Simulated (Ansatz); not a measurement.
The system is Ir4W.

```
Ir W
1.0
     1.37784    0.79550   11.31056
    -1.37784    0.79550   11.31056
     0.00000   -1.59099   11.31056
Ir W
4 1
Cartesian
  0.0000 0.0000 13.5614
  0.0000 0.0000 27.1728
  0.0000 0.0000 6.7589
  0.0000 0.0000 20.3703
  0.0000 0.0000 0.0000
```

The cell comes from a database or a generator and needn't be the stable form of this composition.

Base run:

| Property | Result |
| --- | --- |
| Program | Ansatz 0.2.0 |
| Functional | PBEsol |
| Potentials or basis | JTH PAW |
| Cutoff | 1290 eV |
| Density cutoff | 5160 eV |
| k mesh | 11 × 11 × 11 |
| Occupations | fermi-dirac, width 0.05 eV |
| Spin | no spin polarisation |

Its results: band gap on the k mesh none (metal or under the smearing width); pressure -11.3 GPa; largest force 0.019 eV/Å.

Task: The run is repeated on the same cell with these changes: potentials or basis from JTH PAW to PseudoDojo stringent (PBEsol files); cutoff from 1290 eV to 1007 eV; density cutoff from 5160 eV to 4027 eV; valence electrons from 74 to 82. What comes out?

Result: Band gap on the k mesh none (metal or under the smearing width); pressure -12.2 GPa; largest force 0.036 eV/Å.

Not every run made on this cell is shown here.
